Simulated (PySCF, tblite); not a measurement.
**CH₃Cl₃Ge, a small molecule taken as a stand-in for a surface group: NMR shifts, core binding energies and electronic excitations**

Wanted: the NMR shifts, core binding energies and electronic excitations for `[CH3][Ge]([Cl])([Cl])[Cl]`.

Computed with tblite 0.8.0 and PySCF 2.14.0; each step states its level. No surroundings beyond the atoms listed, unless a continuum is named. Atoms count from 0, parts from 1.

## 1. Starting point

8 atoms, charge 0, multiplicity 1; geometry: distance geometry start.

## 2. Geometry optimisation with GFN2-xTB

Job settings and geometry (Å):

```
{"job": {"kind": "relax", "xc": "GFN2-xTB", "basis": "xTB"}, "charge": 0, "multiplicity": 1}
Ge    -2.130249    -0.604719    -0.157424
Cl    -3.330213    -2.145484    -1.203902
Cl    -1.821953     1.150488    -1.499751
Cl    -3.166708     0.039733     1.679090
C     -0.408629    -1.367327     0.292908
H     -0.123974    -2.012967    -0.441968
H     -0.496222    -1.874242     1.205539
H      0.301242    -0.589626     0.366408
```

Method: GFN2-xTB geometry optimisation, gas phase.

The run is started by

```
$ OMP_NUM_THREADS=1 python cluster_run.py task.json out
```

One launch serves the whole session: the jobs run in the order shown.

Output:

```text
step      E/eV     max force
  0    -527.50602    2.717
  1    -527.67291    1.120
  2    -527.74437    0.523
  3    -527.76167    0.336
  4    -527.77181    0.399
  5    -527.78119    0.447
  6    -527.78840    0.289
  7    -527.79285    0.164
  8    -527.79573    0.191
  9    -527.79966    0.283
 10    -527.80386    0.266
 11    -527.80669    0.180
 12    -527.80802    0.091
 13    -527.80862    0.104
 14    -527.80901    0.098
 15    -527.80922    0.045
 16    -527.80927    0.012
 17    -527.80928    0.011
 18    -527.80929    0.011
 19    -527.80931    0.014
 20    -527.80933    0.025
 21    -527.80938    0.038
 22    -527.80948    0.049
 23    -527.80964    0.052
 24    -527.80985    0.046
 25    -527.81007    0.047
 26    -527.81024    0.040
 27    -527.81041    0.057
 28    -527.81057    0.054
 29    -527.81069    0.030
 30    -527.81077    0.028
 31    -527.81085    0.031
 32    -527.81097    0.048
 33    -527.81121    0.068
 34    -527.81160    0.075
 35    -527.81204    0.068
 36    -527.80848    0.286
 37    -527.81240    0.075
 38    -527.81262    0.069
 39    -527.81330    0.127
 40    -527.81397    0.038
 41    -527.81421    0.029
 42    -527.81446    0.028
 43    -527.81450    0.025
 44    -527.81473    0.016
 45    -527.81485    0.024
 46    -527.81495    0.016
 47    -527.81498    0.011
 48    -527.81499    0.005
```

Wall time 0.63 s (1 thread of Arm Neoverse V1, shared host).

The steps of the relaxation: (the energy doesn't fall at every step)

| step | energy from step 0 (eV) | largest force (eV/Å) |
| --- | --- | --- |
| 0 | 0.0000 | 2.7170 |
| 2 | -0.2383 | 0.5229 |
| 4 | -0.2658 | 0.3993 |
| 6 | -0.2824 | 0.2893 |
| 8 | -0.2897 | 0.1904 |
| 10 | -0.2978 | 0.2661 |
| 12 | -0.3020 | 0.0907 |
| 14 | -0.3030 | 0.0973 |
| 16 | -0.3032 | 0.0118 |
| 18 | -0.3033 | 0.0107 |
| 20 | -0.3033 | 0.0252 |
| 22 | -0.3035 | 0.0498 |
| 24 | -0.3038 | 0.0458 |
| 26 | -0.3042 | 0.0400 |
| 28 | -0.3045 | 0.0545 |
| 30 | -0.3048 | 0.0284 |
| 32 | -0.3049 | 0.0481 |
| 34 | -0.3056 | 0.0749 |
| 36 | -0.3025 | 0.2864 |
| 38 | -0.3066 | 0.0692 |
| 40 | -0.3080 | 0.0383 |
| 42 | -0.3084 | 0.0278 |
| 44 | -0.3087 | 0.0164 |
| 46 | -0.3089 | 0.0153 |
| 48 | -0.3090 | 0.0050 |

Close pairs (by a distance rule), those that changed most:

| bond | before (Å) | after (Å) | change (Å) |
| --- | --- | --- | --- |
| Ge0–Cl2 | 2.231 | 2.130 | -0.102 |
| Ge0–Cl1 | 2.216 | 2.130 | -0.086 |
| Ge0–Cl3 | 2.205 | 2.130 | -0.075 |
| C4–H5 | 1.019 | 1.085 | +0.066 |
| Ge0–C4 | 1.936 | 2.002 | +0.066 |
| C4–H6 | 1.048 | 1.085 | +0.037 |
| C4–H7 | 1.056 | 1.085 | +0.029 |

## 3. Optimising the geometry at PBE0-D3(BJ)/def2-SVP

Job settings and geometry (Å):

```
{"job": {"xc": "PBE0", "basis": "def2-SVP", "d3": "d3bj", "grid": 2, "kind": "geom", "shake": 0.01}, "charge": 0, "multiplicity": 1}
Ge    -0.734868     0.306879    -0.199677
Cl    -2.042687    -1.147533    -1.051727
Cl    -0.559747     1.902088    -1.632796
Cl    -1.693522     1.133929     1.511460
C      1.020874    -0.457316     0.264995
H      1.489351    -0.850056    -0.617585
H      0.894770    -1.244790     1.004271
H      1.671906     0.328247     0.693158
```

Output:

```text
step   0  E = -3496.18470189  max force = 0.020027
step   1  E = -3496.18237404  max force = 0.020664
step   2  E = -3496.18571235  max force = 0.008540
step   3  E = -3496.18619293  max force = 0.002073
step   4  E = -3496.18624975  max force = 0.000764
step   5  E = -3496.18627179  max force = 0.000680
step   6  E = -3496.18627685  max force = 0.000336
optimisation converged
```

Run time: 52 s. Hardware: 1 thread of Arm Neoverse V1, shared host; peak memory 0.59 GiB.

The steps of the relaxation: (the energy doesn't fall at every step)

| step | energy from step 0 (eV) | largest force component (eV/Å) |
| --- | --- | --- |
| 0 | 0.0000 | 1.0298 |
| 1 | 0.0633 | 1.0626 |
| 2 | -0.0275 | 0.4391 |
| 3 | -0.0406 | 0.1066 |
| 4 | -0.0421 | 0.0393 |
| 5 | -0.0427 | 0.0350 |
| 6 | -0.0429 | 0.0173 |

Distances of close pairs at the start and the end, largest changes first:

| bond | before (Å) | after (Å) | change (Å) |
| --- | --- | --- | --- |
| Ge0–C4 | 1.970 | 1.923 | -0.047 |
| C4–H5 | 1.074 | 1.099 | +0.025 |
| Ge0–Cl3 | 2.129 | 2.144 | +0.015 |
| C4–H6 | 1.087 | 1.099 | +0.011 |
| Ge0–Cl1 | 2.133 | 2.143 | +0.010 |
| C4–H7 | 1.106 | 1.098 | -0.008 |
| Ge0–Cl2 | 2.152 | 2.144 | -0.008 |

The end geometry stands in the next job.

| at the end point | value |
| --- | --- |
| point group (found at 0.08 Å tolerance) | C3v |
| rotational constants (GHz, main isotopes) | 1.577, 1.574, 1.197 |
| dipole moment (D) | 2.74 |

## 4. Shielding tensors: PBE0/pcSseg-2

Job settings and geometry (Å):

```
{"job": {"kind": "nmr", "xc": "PBE0", "basis": "pcSseg-2"}, "charge": 0, "multiplicity": 1}
Ge    -0.436606     0.636430    -0.211230
Cl    -2.168072     0.039493    -1.324448
Cl     0.678277     2.002799    -1.430643
Cl    -1.109197     1.710996     1.517854
C      0.623154    -0.889613     0.285732
H      0.945597    -1.414666    -0.623773
H      0.012838    -1.561736     0.904640
H      1.499755    -0.552008     0.854884
```

Method: GIAO PBE0/pcSseg-2 NMR shielding, non-relativistic, gas phase.

Output:

```text
coarse grid: 38960 points
cycle   1  E = -3496.9085666154  dE = -3.105e-01  |g| = 1.181e+00  |ddm| = 2.136e+00
cycle   2  E = -3496.7811631815  dE =  1.274e-01  |g| = 1.566e+00  |ddm| = 1.156e+00
cycle   3  E = -3497.0242678340  dE = -2.431e-01  |g| = 1.301e-01  |ddm| = 7.549e-01
cycle   4  E = -3497.0265826277  dE = -2.315e-03  |g| = 5.932e-02  |ddm| = 1.304e-01
cycle   5  E = -3497.0274530584  dE = -8.704e-04  |g| = 8.421e-03  |ddm| = 4.845e-02
cycle   6  E = -3497.0274707696  dE = -1.771e-05  |g| = 2.995e-03  |ddm| = 9.184e-03
cycle   7  E = -3497.0274723922  dE = -1.623e-06  |g| = 5.269e-04  |ddm| = 2.256e-03
final grid: 75600 points
cycle   8  E = -3497.0274917443  dE = -6.285e-08  |g| = 7.281e-04  |ddm| = 1.727e-03
cycle   9  E = -3497.0274916549  dE =  8.935e-08  |g| = 1.046e-03  |ddm| = 1.215e-03
cycle  10  E = -3497.0274918570  dE = -2.021e-07  |g| = 1.161e-04  |ddm| = 6.687e-04
cycle  11  E = -3497.0274918584  dE = -1.358e-09  |g| = 1.090e-05  |ddm| = 5.277e-05
cycle  12  E = -3497.0274918584  dE = -2.092e-11  |g| = 3.911e-06  |ddm| = 1.071e-05
converged SCF energy = -3497.0274918584

GIAO shielding tensors (ppm)
atom      isotropic    diamagn.    paramagn.     s11        s22        s33       span
  0 Ge    1183.506    2755.617   -1572.111   1153.927   1155.416   1241.174     87.247
  1 Cl     793.046    1148.017    -354.972    649.562    737.676    991.899    342.338
  2 Cl     792.702    1147.993    -355.291    648.182    737.634    992.290    344.108
  3 Cl     792.885    1148.008    -355.123    648.904    737.470    992.281    343.377
  4 C      168.153     242.475     -74.323    156.643    156.710    191.104     34.462
  5 H       30.010      28.539       1.471     25.260     27.385     37.384     12.125
  6 H       30.008      28.556       1.451     25.270     27.398     37.355     12.085
  7 H       30.010      28.537       1.473     25.252     27.364     37.414     12.162
```

It took 38 s on 1 thread of Arm Neoverse V1, shared host; peak memory 1.2 GiB.

The references, computed at this level on geometries of the same kind, shield at (ppm): 1H TMS 31.25, 13C TMS 184.1, 73Ge GeMe4 1337, 35Cl HCl 941. Their shielding less the atom's gives the shift. The references are single molecules in the gas phase. Atoms listed in one row are averaged.

| atoms | environment | σ (ppm) | δ (ppm) |
| --- | --- | --- | --- |
| C4 | carbon bonded to Ge, 3 H | 168.2 | 16.0 |
| H5, H6, H7 | hydrogen on a carbon bonded to Ge | 30.01 | 1.24 |
| Ge0 | germanium bonded to C, 3 Cl | 1184 | 154 |
| Cl1, Cl2, Cl3 | chlorine bonded to Ge | 793 | 148 |

Charges from the same density, by scheme (e):

| atoms | Mulliken | IAO | Hirshfeld | ESP fit |
| --- | --- | --- | --- | --- |
| Ge0 | 0.52 | 1.02 | 0.42 | 0.27 |
| Cl1, Cl2, Cl3 | -0.21 | -0.29 | -0.14 | -0.11 |
| C4 | -0.09 | -0.70 | -0.20 | -0.52 |

Mayer bond orders: Ge0–Cl1 1.08, Ge0–Cl2 1.08, Ge0–Cl3 1.08, Ge0–C4 0.92.

## 5. Core holes by ΔSCF: SCAN, X2C

The job, as its differences from that of step 4:

```diff
@@ -1,2 +1,2 @@
-{"job": {"kind": "nmr", "xc": "PBE0", "basis": "pcSseg-2"}, "charge": 0, "multiplicity": 1}
+{"job": {"kind": "xps", "holes": 5}, "charge": 0, "multiplicity": 1}
 Ge    -0.436606     0.636430    -0.211230
```

With the program's defaults for keys left out, this is: delta-SCF UKS SCAN, pcX-2 on the ionised atom, pcseg-1 elsewhere, spin-free X2C.

Output:

```text
ground state, core basis on atom 1 (Cl), 152 functions
  cycle   1  E = -3518.58650877  |g| = 5.43e-01
  cycle   2  E = -3518.49621675  |g| = 7.91e-01
  cycle   3  E = -3518.66247765  |g| = 1.02e-01
  cycle   4  E = -3518.66499549  |g| = 3.64e-02
  cycle   5  E = -3518.66532348  |g| = 1.47e-02
  cycle   6  E = -3518.66538485  |g| = 1.89e-03
  cycle   7  E = -3518.66538934  |g| = 4.40e-04
  E(ground) = -3518.79508051 Eh
hole in Cl 2p of atom 1
  cycle   1  E = -3510.58838391  |g| = 1.71e+00
  cycle   2  E = -3510.53356662  |g| = 1.30e+00
  cycle   3  E = -3510.97641309  |g| = 3.61e-01
  cycle   4  E = -3511.04272077  |g| = 1.89e-01
  cycle   5  E = -3511.06244406  |g| = 5.37e-02
  cycle   6  E = -3511.06386938  |g| = 1.76e-02
  cycle   7  E = -3511.06401712  |g| = 7.03e-03
  cycle   8  E = -3511.06404465  |g| = 1.52e-03
  cycle   9  E = -3511.06404446  |g| = 1.78e-04
  E(ion) = -3511.20118658 Eh   <S^2> = 0.7522   hole on atom = 1.001   binding energy = 206.640 eV
  2p3/2 = 206.055 eV   2p1/2 = 207.708 eV
ground state, core basis on atom 4 (C), 141 functions
  cycle   1  E = -3518.48048660  |g| = 5.77e-02
  cycle   2  E = -3518.48047518  |g| = 2.04e-02
  cycle   3  E = -3518.48048673  |g| = 1.90e-02
  cycle   4  E = -3518.48058784  |g| = 2.91e-03
  cycle   5  E = -3518.48058660  |g| = 3.41e-04
  E(ground) = -3518.62650968 Eh
hole in C 1s of atom 4
  cycle   1  E = -3507.19275142  |g| = 1.51e+00
  cycle   2  E = -3506.40503392  |g| = 1.86e+00
  cycle   3  E = -3507.68927324  |g| = 3.98e-01
  cycle   4  E = -3507.72768793  |g| = 2.75e-01
  cycle   5  E = -3507.77178139  |g| = 5.06e-02
  cycle   6  E = -3507.77291739  |g| = 9.87e-03
  cycle   7  E = -3507.77297044  |g| = 3.92e-03
  cycle   8  E = -3507.77297697  |g| = 8.72e-04
  cycle   9  E = -3507.77298089  |g| = 4.28e-04
  E(ion) = -3507.91530216 Eh   <S^2> = 0.7686   hole on atom = 1.000   binding energy = 291.467 eV
```

Run time: 9.5 s. Hardware: 1 thread of Arm Neoverse V1, shared host; peak memory 0.44 GiB.

The holes in one table. −ε is the ground-state orbital energy:

| hole | stands for | environment | ΔSCF (eV; 2p as the shell's mean) | −ε (eV) | ⟨S²⟩ |
| --- | --- | --- | --- | --- | --- |
| Cl2p on Cl1 | Cl1, Cl2, Cl3 | chlorine bonded to Ge | 206.61 | 193.8 | 0.752 |
| C1s on C4 | C4 | carbon bonded to Ge, 3 H | 291.47 | 274.8 | 0.769 |

Each hole run stands for the others of its class of like atoms.

With the spin-orbit splitting: Cl1 2p3/2 206.05, 2p1/2 207.71 eV. The table gives each 2p level as the mean over the whole 2p shell (two parts 2p3/2, one part 2p1/2), which differs a little from the single hole in the log.

## 6. TDDFT and polarisability: CAM-B3LYP/def2-SVPD

The job, as its differences from that of step 5:

```diff
@@ -1,2 +1,2 @@
-{"job": {"kind": "xps", "holes": 5}, "charge": 0, "multiplicity": 1}
+{"job": {"kind": "uv", "xc": "CAM-B3LYP", "basis": "def2-SVPD", "nstates": 6, "ntriplets": 2, "ip": true}, "charge": 0, "multiplicity": 1}
 Ge    -0.436606     0.636430    -0.211230
```

Level: TDDFT CAM-B3LYP/def2-SVPD, vertical, gas phase, core orbitals frozen in the response.

Output:

```text
coarse grid: 38960 points
cycle   1  E = -3497.0004053317  dE = -2.303e-01  |g| = 6.552e-01  |ddm| = 3.423e+00
cycle   2  E = -3496.9801503828  dE =  2.025e-02  |g| = 7.906e-01  |ddm| = 1.750e+00
cycle   3  E = -3497.0928084768  dE = -1.127e-01  |g| = 2.845e-02  |ddm| = 8.981e-01
cycle   4  E = -3497.0930075731  dE = -1.991e-04  |g| = 1.476e-02  |ddm| = 7.196e-02
cycle   5  E = -3497.0930649917  dE = -5.742e-05  |g| = 3.392e-03  |ddm| = 2.059e-02
cycle   6  E = -3497.0930687478  dE = -3.756e-06  |g| = 1.275e-03  |ddm| = 6.545e-03
final grid: 75600 points
cycle   7  E = -3497.0930330023  dE = -2.451e-07  |g| = 1.077e-03  |ddm| = 3.043e-03
cycle   8  E = -3497.0930330284  dE = -2.614e-08  |g| = 1.045e-03  |ddm| = 2.480e-03
cycle   9  E = -3497.0930332806  dE = -2.522e-07  |g| = 5.795e-05  |ddm| = 1.115e-03
cycle  10  E = -3497.0930332818  dE = -1.221e-09  |g| = 2.035e-05  |ddm| = 1.076e-04
cycle  11  E = -3497.0930332821  dE = -2.674e-10  |g| = 8.930e-06  |ddm| = 6.468e-05
converged SCF energy = -3497.0930332821

Static polarisability (au): isotropic 82.491, principal 79.652 83.883 83.939

Singlet excitations
state   eV       nm        f      main configurations
  1   6.6158    187.4   0.00000   H->L 0.93
  2   6.9024    179.6   0.03267   H-2->L 0.79
  3   6.9058    179.5   0.03318   H-3->L 0.79
  4   6.9257    179.0   0.09350   H-1->L 0.90
  5   7.3171    169.4   0.03483   H-4->L 0.56, H-5->L 0.29
  6   7.3198    169.4   0.03551   H-5->L 0.56, H-4->L 0.28

Triplet excitations (Tamm-Dancoff, eV): 6.1702 6.2633
Vertical ionisation energy (delta-SCF) = 11.5254 eV
Vertical electron affinity (delta-SCF) = -0.2086 eV
```

It took 1.8 min on 1 thread of Arm Neoverse V1, shared host; peak memory 0.85 GiB.

The orbitals next to the gap, with their largest atomic shares:

| orbital | eV | atoms |
| --- | --- | --- |
| HOMO−3 | -10.85 | Cl3 43 %, Cl1 40 %, Cl2 12 % |
| HOMO−2 | -10.85 | Cl2 51 %, Cl1 24 %, Cl3 21 % |
| HOMO−1 | -10.70 | Cl1 22 %, Cl3 22 %, Cl2 21 % |
| HOMO | -10.62 | Cl2 34 %, Cl1 33 %, Cl3 33 % |
| LUMO | -0.45 | Ge0 24 %, Cl2 21 %, Cl3 21 % |
| LUMO+1 | 0.87 | Ge0 29 %, C4 15 %, Cl2 12 % |
| LUMO+2 | 1.25 | Cl2 29 %, Ge0 26 %, Cl1 18 % |

With each of the 6 states as a Gaussian band of 0.4 eV half-width at 1/e, the curve within the window shown has maxima at 178 nm (ε 7,700) L/(mol cm). Beyond the last state computed it falls off for lack of states. The curve at chosen wavelengths:

```csv
nm,ε (L/mol/cm)
163,1910
165,2798
166,3289
168,4321
170,5356
172,6308
173,6723
175,7364
177,7671
178,7677
180,7383
182,6718
184,5781
185,5252
187,4163
189,3130
191,2237
192,1857
194,1236
196,787
197,618
199,370
201,213
203,118
204,87
206,46
```

Ground-state properties from the same run:

| property | computed |
| --- | --- |
| dipole moment (D) | 2.75 |
| polarisability (Å³) | 12.22 |
| HOMO–LUMO gap (eV) | 10.17 |
| −ε(HOMO) (eV) | 10.62 |

## 7. Summary of results

| quantity | value |
| --- | --- |
| point group | C3v |
| rotational constants (main isotopes) | 1.58, 1.57, 1.20 GHz |
| 13C shifts against TMS (PBE0/pcSseg-2) | 16.0 ppm |
| 1H shifts against TMS (PBE0/pcSseg-2, means over atoms taken as alike) | 1.24 ppm |
| 73Ge shifts against GeMe4 (PBE0/pcSseg-2) | 154 ppm |
| 35Cl shifts against HCl (PBE0/pcSseg-2, means over atoms taken as alike) | 148 ppm |
| Cl2p binding energies, SCAN/pcX-2 | Cl1 206.61 eV |
| C1s binding energies, SCAN/pcX-2 | C4 291.47 eV |
| lowest singlet (CAM-B3LYP/def2-SVPD) | 6.62 eV (187 nm), f = 0.000 |
| brightest single state of those computed | state 4, 6.93 eV, f = 0.093 |
| lowest triplet | 6.17 eV |
| vertical ionisation energy (ΔSCF) | 11.53 eV |
| vertical electron affinity (ΔSCF) | -0.21 eV (unbound: the value hangs on the basis) |

**Reading.** Over 6 steps the energy fell by 0.043 eV; of the close pairs, Ge0–C4 changed most, 1.970 to 1.923 Å (PBE0/def2-SVP). At PBE0/pcSseg-2: The largest span, 343 ppm, is at Cl1, Cl2, Cl3, where the paramagnetic term is -355 ppm. The first singlet state (HOMO→LUMO 0.93) lies at 6.62 eV and is dark; of the 6 states computed, the strongest absorption comes from states 2 to 4 together at 6.93 eV. The lowest triplet lies 0.45 eV below the lowest singlet (triplets in Tamm-Dancoff, singlets in full TDDFT). The orbital energy would give 10.62 eV for ionisation, ΔSCF gives 11.53 eV. In this run the hole sits in HOMO−1, not in the HOMO; unless the two are degenerate, this need not be the first ionisation. Spin-orbit coupling is left out, which matters for shieldings and couplings at and beside the heavy atoms.
